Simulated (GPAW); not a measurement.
BiTe in GPAW: convergence with k mesh

Input of the first run (k mesh 2 × 2 × 2); the others differ in this setting and in those tied to it:

Contents of run.py:

```python
import json
import numpy as np
import spglib
from ase import Atoms
from ase.constraints import FixSymmetry
from ase.io import read, write
from ase.optimize import BFGS
from phonopy import Phonopy
from phonopy.structure.atoms import PhonopyAtoms
from gpaw import GPAW

atoms = read('BiTe.cif')
cell, positions, numbers = spglib.find_primitive(
    (atoms.cell[:], atoms.get_scaled_positions(), atoms.numbers), symprec=1e-4)
atoms = Atoms(numbers, cell=cell, scaled_positions=positions, pbc=True)

calc = GPAW(mode='lcao',
            h=0.16,
            basis='dzp',
            xc='PBE',
            kpts={'size': (2, 2, 2), 'gamma': True},
            occupations={'name': 'fermi-dirac', 'width': 0.05},
            convergence={'density': 1e-06},
            maxiter=150,
            txt='gpaw.txt')
atoms.calc = calc
atoms.set_constraint(FixSymmetry(atoms))
BFGS(atoms, trajectory='relax.traj', logfile='-').run(fmax=0.005, steps=40)
atoms.set_constraint()
energy = atoms.get_potential_energy()
forces = atoms.get_forces()
calc.write('gs.gpw')
write('result.traj', atoms)
print('Cell:', atoms.cell.cellpar().round(4))
print(atoms.get_scaled_positions().round(5))

def force_constants(scale):
    unit = PhonopyAtoms(symbols=atoms.get_chemical_symbols(), cell=atoms.cell[:] * scale**(1 / 3),
                        scaled_positions=atoms.get_scaled_positions())
    ph = Phonopy(unit, supercell_matrix=np.diag([1, 1, 1]), primitive_matrix=np.eye(3), symprec=1e-4)
    ph.generate_displacements(distance=0.01)
    forces = []
    for i, sc in enumerate(ph.supercells_with_displacements):
        a = Atoms(sc.symbols, cell=sc.cell, scaled_positions=sc.scaled_positions, pbc=True)
        c = GPAW(mode='lcao',
                 h=0.16,
                 basis='dzp',
                 xc='PBE',
                 kpts={'size': (2, 2, 2), 'gamma': True},
                 occupations={'name': 'fermi-dirac', 'width': 0.05},
                 convergence={'density': 1e-06},
                 maxiter=150,
                 txt=f'disp-{scale:.3f}-{i:02d}.txt')
        a.calc = c
        f = a.get_forces()
        forces.append(f - f.mean(axis=0))
        print(f'displacement {i}: drift', f.mean(axis=0).round(5), flush=True)
    ph.forces = forces
    ph.produce_force_constants()
    ph.symmetrize_force_constants()
    return ph

qpoints = [[0.0, 0.0, 0.0]]
results = {}
for scale in [1.0]:
    ph = force_constants(scale)
    ph.run_qpoints(qpoints)
    nu = ph.qpoints.frequencies * 33.35641  # THz to cm^-1
    results[f'{scale:.3f}'] = nu.tolist()
    for qp, f in zip(qpoints, nu):
        print(scale, np.round(qp, 4), f.round(2))
json.dump(results, open('phonons.json', 'w'))
```

Contents of BiTe.cif:

```cif
data_BiTe
_cell_length_a 6.47000000
_cell_length_b 6.47000000
_cell_length_c 6.47000000
_cell_angle_alpha 90.00000000
_cell_angle_beta 90.00000000
_cell_angle_gamma 90.00000000
_space_group_name_H-M_alt 'Fm-3m'
_space_group_name_Hall '-F 4 2 3'
_space_group_IT_number 225
loop_
_space_group_symop_operation_xyz
'x,y,z'
'-x,-y,-z'
'-y,x,z'
'y,-x,-z'
'-x,-y,z'
'x,y,-z'
'y,-x,z'
'-y,x,-z'
'x,-y,-z'
'-x,y,z'
'-y,-x,-z'
'y,x,z'
'-x,y,-z'
'x,-y,z'
'y,x,-z'
'-y,-x,z'
'z,x,y'
'-z,-x,-y'
'z,-y,x'
'-z,y,-x'
'z,-x,-y'
'-z,x,y'
'z,y,-x'
'-z,-y,x'
'-z,x,-y'
'z,-x,y'
'-z,-y,-x'
'z,y,x'
'-z,-x,y'
'z,x,-y'
'-z,y,x'
'z,-y,-x'
'y,z,x'
'-y,-z,-x'
'x,z,-y'
'-x,-z,y'
'-y,z,-x'
'y,-z,x'
'-x,z,y'
'x,-z,-y'
'-y,-z,x'
'y,z,-x'
'-x,-z,-y'
'x,z,y'
'y,-z,-x'
'-y,z,x'
'x,-z,y'
'-x,z,-y'
'x,y+1/2,z+1/2'
'-x,-y+1/2,-z+1/2'
'-y,x+1/2,z+1/2'
'y,-x+1/2,-z+1/2'
'-x,-y+1/2,z+1/2'
'x,y+1/2,-z+1/2'
'y,-x+1/2,z+1/2'
'-y,x+1/2,-z+1/2'
'x,-y+1/2,-z+1/2'
'-x,y+1/2,z+1/2'
'-y,-x+1/2,-z+1/2'
[... 41 lines left out ...]
'-x+1/2,-y,z+1/2'
'x+1/2,y,-z+1/2'
'y+1/2,-x,z+1/2'
'-y+1/2,x,-z+1/2'
'x+1/2,-y,-z+1/2'
'-x+1/2,y,z+1/2'
'-y+1/2,-x,-z+1/2'
'y+1/2,x,z+1/2'
'-x+1/2,y,-z+1/2'
'x+1/2,-y,z+1/2'
'y+1/2,x,-z+1/2'
'-y+1/2,-x,z+1/2'
'z+1/2,x,y+1/2'
'-z+1/2,-x,-y+1/2'
'z+1/2,-y,x+1/2'
'-z+1/2,y,-x+1/2'
'z+1/2,-x,-y+1/2'
'-z+1/2,x,y+1/2'
'z+1/2,y,-x+1/2'
'-z+1/2,-y,x+1/2'
'-z+1/2,x,-y+1/2'
'z+1/2,-x,y+1/2'
'-z+1/2,-y,-x+1/2'
'z+1/2,y,x+1/2'
'-z+1/2,-x,y+1/2'
'z+1/2,x,-y+1/2'
'-z+1/2,y,x+1/2'
'z+1/2,-y,-x+1/2'
'y+1/2,z,x+1/2'
'-y+1/2,-z,-x+1/2'
'x+1/2,z,-y+1/2'
'-x+1/2,-z,y+1/2'
'-y+1/2,z,-x+1/2'
'y+1/2,-z,x+1/2'
'-x+1/2,z,y+1/2'
'x+1/2,-z,-y+1/2'
'-y+1/2,-z,x+1/2'
'y+1/2,z,-x+1/2'
'-x+1/2,-z,-y+1/2'
'x+1/2,z,y+1/2'
'y+1/2,-z,-x+1/2'
'-y+1/2,z,x+1/2'
'x+1/2,-z,y+1/2'
'-x+1/2,z,-y+1/2'
'x+1/2,y+1/2,z'
'-x+1/2,-y+1/2,-z'
'-y+1/2,x+1/2,z'
'y+1/2,-x+1/2,-z'
'-x+1/2,-y+1/2,z'
'x+1/2,y+1/2,-z'
'y+1/2,-x+1/2,z'
'-y+1/2,x+1/2,-z'
'x+1/2,-y+1/2,-z'
'-x+1/2,y+1/2,z'
'-y+1/2,-x+1/2,-z'
'y+1/2,x+1/2,z'
'-x+1/2,y+1/2,-z'
'x+1/2,-y+1/2,z'
'y+1/2,x+1/2,-z'
'-y+1/2,-x+1/2,z'
'z+1/2,x+1/2,y'
'-z+1/2,-x+1/2,-y'
'z+1/2,-y+1/2,x'
'-z+1/2,y+1/2,-x'
'z+1/2,-x+1/2,-y'
'-z+1/2,x+1/2,y'
'z+1/2,y+1/2,-x'
'-z+1/2,-y+1/2,x'
'-z+1/2,x+1/2,-y'
'z+1/2,-x+1/2,y'
'-z+1/2,-y+1/2,-x'
'z+1/2,y+1/2,x'
'-z+1/2,-x+1/2,y'
'z+1/2,x+1/2,-y'
'-z+1/2,y+1/2,x'
'z+1/2,-y+1/2,-x'
'y+1/2,z+1/2,x'
'-y+1/2,-z+1/2,-x'
'x+1/2,z+1/2,-y'
'-x+1/2,-z+1/2,y'
'-y+1/2,z+1/2,-x'
'y+1/2,-z+1/2,x'
'-x+1/2,z+1/2,y'
'x+1/2,-z+1/2,-y'
'-y+1/2,-z+1/2,x'
'y+1/2,z+1/2,-x'
'-x+1/2,-z+1/2,-y'
'x+1/2,z+1/2,y'
'y+1/2,-z+1/2,-x'
'-y+1/2,z+1/2,x'
'x+1/2,-z+1/2,y'
'-x+1/2,z+1/2,-y'
loop_
_atom_site_label
_atom_site_type_symbol
_atom_site_symmetry_multiplicity
_atom_site_Wyckoff_symbol
_atom_site_fract_x
_atom_site_fract_y
_atom_site_fract_z
_atom_site_occupancy
Bi1 Bi 4 a 0.0000000000 0.0000000000 0.0000000000 1
Te1 Te 4 b 0.5000000000 0.0000000000 0.0000000000 1
```

Potentials or basis: GPAW PAW data sets (gpaw-data 1.2.1), lcao:dzp.

Run with:

```sh
$ OMP_NUM_THREADS=1 python run.py
```

Hardware: 1 thread of Arm Neoverse V2 (shared host).

```tsv
k mesh	energy less the tightest run, at zero smearing (meV/atom)	highest phonon frequency (cm⁻¹)	SCF cycles	CPU time (s)	peak memory (GiB)
2 × 2 × 2	765.56	0	10	33	0.38
3 × 3 × 3	84.42	45	9	38	0.34
4 × 4 × 4	-20.38	113	9	71	0.34
5 × 5 × 5	-6.68	110	9	99	0.34
6 × 6 × 6	0.00	103	9	160	0.35
```

Not settled before the last step: the energy (to 1 meV/atom), the highest phonon frequency (to 2 cm⁻¹). Meshes of other sizes hit other points, so gaps and Fermi surfaces needn't settle smoothly. The tightest run that finished is the yardstick and may itself not be fully converged.

Caveat, for the tightest run too: spin-orbit coupling is left out, which moves the levels of the heavy elements; the basis of atomic orbitals isn't converged, which shifts pressures, moduli and gaps.
